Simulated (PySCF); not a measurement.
# How the numerical set-up moves the result for GeF⁻ (triplet)

Which parts of the numerical set-up matter for GeF⁻ (triplet)? Each run edits the base script.

The runs use PySCF 2.14.0; method and basis as typed in the scripts.

2 further runs of the same task are left out: 2 that didn't finish.

## 1. Where the work starts

GeF⁻ (triplet): 2 atoms, charge -1, spin multiplicity 3.

Bond lengths: Ge1–F2 1.875 Å.

## 2. Base script

File input.py:

```python
from pyscf import gto, scf, mp

mol = gto.M(
    atom='Ge 0 0 0; F 0 0 1.875',
    basis='cc-pvdz',
    charge=-1,
    spin=2,
    verbose=4,
)
mf = scf.UHF(mol)
mf.kernel()
mp.MP2(mf, frozen=10).kernel()
mf.dip_moment()
print('orbital energies (hartree):', [e[max(0, n-3):n+3].round(4) for e, n in zip(mf.mo_energy, mol.nelec)])
```

Started as:

```
OMP_NUM_THREADS=1 python input.py
```

Its log is not repeated here.

It gives: E(SCF) = -2174.789766 Eh, 11 cycles, E(MP2) − E(SCF) = -0.26249 Eh, ⟨S²⟩ = 2.023.

The bond length is a typed value, not an optimised one. The dipole of an ion depends on the origin. The triplet is typed in the script; nothing here shows that it is the ground state.

## 3. Lanl2dz (core potential on)

Run 1 changes basis set: cc-pvdz → lanl2dz; core potential: off → on; frozen orbitals: 10 → 1. The core potential changes with it: totals don't compare.

File input.py:

```python
from pyscf import gto, scf, mp

mol = gto.M(
    atom='Ge 0 0 0; F 0 0 1.875',
    basis='lanl2dz',
    ecp={'Ge': 'lanl2dz'},
    charge=-1,
    spin=2,
    verbose=4,
)
mf = scf.UHF(mol)
mf.kernel()
mp.MP2(mf, frozen=1).kernel()
mf.dip_moment()
print('orbital energies (hartree):', [e[max(0, n-3):n+3].round(4) for e, n in zip(mf.mo_energy, mol.nelec)])
```

Started as:

```
OMP_NUM_THREADS=1 python input.py
```

## 4. Jorge-dzp

Run 2 changes basis set: cc-pvdz → jorge-dzp.

input.py, as its differences from that of step 2:

```diff
@@ -4,3 +4,3 @@
     atom='Ge 0 0 0; F 0 0 1.875',
-    basis='cc-pvdz',
+    basis='jorge-dzp',
     charge=-1,
```

## 5. 6-31g

Run 3 changes basis set: cc-pvdz → 6-31g.

input.py, as its differences from that of step 2:

```diff
@@ -4,3 +4,3 @@
     atom='Ge 0 0 0; F 0 0 1.875',
-    basis='cc-pvdz',
+    basis='6-31g',
     charge=-1,
```

## 6. Spin-free X2C on

Run 4 changes spin-free X2C: off → on.

input.py, as its differences from that of step 2:

```diff
@@ -10,2 +10,3 @@
 mf = scf.UHF(mol)
+mf = mf.sfx2c1e()
 mf.kernel()
```

## 7. Cartesian functions on

Run 5 changes Cartesian functions: off → on.

input.py, as its differences from that of step 2:

```diff
@@ -7,2 +7,3 @@
     spin=2,
+    cart=True,
     verbose=4,
```

## 8. Density fitting def2-universal-jkfit

Run 6 changes density fitting: none → def2-universal-jkfit.

input.py, as its differences from that of step 2:

```diff
@@ -10,2 +10,3 @@
 mf = scf.UHF(mol)
+mf = mf.density_fit(auxbasis='def2-universal-jkfit')
 mf.kernel()
```

**Question.** What will these runs give? Wanted: for each run, E(SCF); from base; gap, α spin; after the SCF.

**Answer**, as computed:

```tsv
run	E(SCF) (hartree)	from base (eV)	cycles	gap, α spin (eV)	functions	after the SCF
base	-2174.789766	0	11	10.20	41	MP2 correlation -7.143 eV, core frozen
lanl2dz (core potential on)	-103.111583	not comparable	10	9.86	17	MP2 correlation -3.792 eV, core frozen
jorge-dzp	-2174.766575	+0.6311	12	10.60	58	MP2 correlation -13.487 eV, core frozen
6-31g	-2174.470451	+8.6890	11	9.35	36	MP2 correlation -8.219 eV, core frozen
spin-free X2C on	-2191.986384	-467.9438	11	10.21	41	MP2 correlation -7.151 eV, core frozen
Cartesian functions on	-2174.790741	-0.0265	11	10.16	44	MP2 correlation -7.271 eV, core frozen
density fitting def2-universal-jkfit	-2174.789659	+0.0029	11	10.20	41	MP2 correlation -7.143 eV, core frozen
```

Of the runs whose energies can be compared, “spin-free X2C on” moves the SCF energy most (-467.944 eV). jorge-dzp (58 functions) gives an energy 0.63 eV higher than cc-pvdz (41); size alone doesn't order basis sets of different families. 6-31g (36 functions) gives an energy 8.69 eV higher than cc-pvdz (41). Scalar relativity lowers the total energy by 467.94 eV, nearly all of it in the inner shells; a basis contracted without relativity catches only part of it.
